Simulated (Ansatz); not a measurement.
# NiSb: the cost of one run

Program: Ansatz 0.2.0. Level of theory: DFT PBE, scalar-relativistic, plane waves, PAW. These are calculated values, not measurements.

2 further runs of the same task are left out: 2 that didn't finish.

## 1. Starting point

The structure is hexagonal, space group P6_3/mmc (No. 194). Conventional cell: a = 3.976 Å, b = 3.976 Å, c = 5.157 Å, α = 90.00°, β = 90.00°, γ = 120.00°. Around Ni (site symmetry -3m) lie 2 Ni at 2.58 Å and 6 Sb at 2.63 Å. Around Sb (site symmetry -6m2) lie 6 Ni at 2.63 Å.

Coordinates:

```cif
data_structure
_symmetry_space_group_name_H-M 'P 1'
_symmetry_Int_Tables_number 1
_cell_length_a 3.9757
_cell_length_b 3.9757
_cell_length_c 5.1568
_cell_angle_alpha 90.000
_cell_angle_beta 90.000
_cell_angle_gamma 120.000
_cell_volume 70.59
loop_
_atom_site_label
_atom_site_type_symbol
_atom_site_fract_x
_atom_site_fract_y
_atom_site_fract_z
_atom_site_occupancy
Ni1 Ni 0.00000 0.00000 0.00000 1
Ni2 Ni 0.00000 0.00000 0.50000 1
Sb1 Sb 0.33333 0.66667 0.25000 1
Sb2 Sb 0.66667 0.33333 0.75000 1
```

It is the result of an earlier relaxation at this level (volume 17.65 Å³/atom; gap on the mesh: none (metal)).

## 2. Point at V/V0 = 0.97

input.yaml reads:

```yaml
crystal:
  lattice:
    - [3.9355007865, 0.0, 0.0]
    - [-1.9677503933, 3.4082436578, 0.0]
    - [0.0, 0.0, 5.1047559841]
  atoms:
    - { symbol: Ni, position: [0.0, 0.0, 0.0] }
    - { symbol: Ni, position: [0.0, 0.0, 0.5] }
    - { symbol: Sb, position: [0.3333333333, 0.6666666667, 0.25] }
    - { symbol: Sb, position: [0.6666666667, 0.3333333333, 0.75] }
basis:
  ecutwfc: 420
kpoints:
  mp_grid: { grid: [12, 12, 8] }
hamiltonian:
  xc: pbe
scf:
  occupations: { method: gaussian, width: 0.1 }
output:
  forces: true
  stress: true
  eigenvalues: true
  write_density: true
  write_potential: true
  elf: true
  volumetric_format: npy
relax:
  adjacent_minimum: "off"
  f_tol: 0.01
  max_steps: 30
  cell: { stress_tol: 0.1, fix: [volume] }
```

Run with:

```bash
ansatz run input.yaml --threads 1 --pin off --max-ram 2560MiB --backend cpu --events-out ev --progress --plain --runs-dir out
```

Q: Estimate wall time and peak memory on 1 thread of Intel Xeon 6975P-C (Granite Rapids), shared host.

About 18 s, with a peak of 0.56 GiB.
